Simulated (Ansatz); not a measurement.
# CH3NSZn: basis-set convergence

One table from this session's results is given with a row withheld; the runs are named, their logs left out.

Program: Ansatz 0.2.0, Gaussian basis. Level of theory: one geometry, several basis sets. These are calculated values, not measurements.

Plan: PBE0-D4/def2-SVP; ωB97M-V/def2-SVP; PBE0-D4/def2-QZVPP; ωB97M-V/def2-QZVPP; the functionals' def2-TZVPP values are taken from earlier runs.

**The relaxed structure**

An earlier PBE0-D4 in a triple-zeta def2 set relaxation fixed the geometry.

7 atoms, charge 0, spin multiplicity 1.

Atoms are counted from 1 here; the program's logs count them from 0.

Bond lengths: N1–C2 1.318 Å, N1–H5 1.013 Å, N1–H6 1.005 Å, C2–S3 1.671 Å, C2–Zn4 1.936 Å, Zn4–H7 1.528 Å. Angles: C2–N1–H5 120.6°, C2–N1–H6 121.1°, H5–N1–H6 118.2°, N1–C2–S3 124.0°, N1–C2–Zn4 145.3°, S3–C2–Zn4 90.8°, C2–Zn4–H7 179.1°.

Coordinates:

```xyz
7
charge 0, multiplicity 1
N    -0.9743    0.3169    0.9274
C     0.0752   -0.0572    0.2231
S     1.4693   -0.6927    0.8906
Zn    0.8242   -0.2137   -1.5554
H    -0.9762    0.2303    1.9370
H    -1.7921    0.6945    0.4809
H     1.4350   -0.3463   -2.9493
```

The first run:

Contents of in.yaml:

```yaml
crystal:
  periodic: [false, false, false]
  atoms:
    - {symbol: N, position_ang: [-0.974294, 0.316913, 0.927429]}
    - {symbol: C, position_ang: [0.075174, -0.057155, 0.223149]}
    - {symbol: S, position_ang: [1.469297, -0.692706, 0.890624]}
    - {symbol: Zn, position_ang: [0.824207, -0.213721, -1.555410]}
    - {symbol: H, position_ang: [-0.976192, 0.230345, 1.937009]}
    - {symbol: H, position_ang: [-1.792079, 0.694495, 0.480916]}
    - {symbol: H, position_ang: [1.434987, -0.346271, -2.949317]}
basis:
  gaussian: {orbitals: def2-SVP}
hamiltonian: {xc: pbe0, dispersion: d4}
output: {orbitals: {seedname: orbitals}}
```

Steps of the session up to this table: PBE0-D4 in def2-SVP; ωB97M-V in def2-SVP; PBE0-D4 in def2-QZVPP; ωB97M-V in def2-QZVPP.

One table of the session follows, with a row left open; its other results are not shown here.

It belongs to the step «Density functionals: the series». 

```
functional       basis  HOMO (eV)
   PBE0-D4    def2-SVP      -5.89
   PBE0-D4  def2-TZVPP      -6.17
   PBE0-D4  def2-QZVPP          ?
   ωB97M-V    def2-SVP      -7.95
   ωB97M-V  def2-TZVPP      -8.27
   ωB97M-V  def2-QZVPP      -8.30
```

**Question.** Estimate the row for PBE0-D4, def2-QZVPP.

The run gave: HOMO (eV): -6.20. In the column «HOMO (eV)» it lies between ωB97M-V, def2-SVP (-7.95) and PBE0-D4, def2-TZVPP (-6.17).
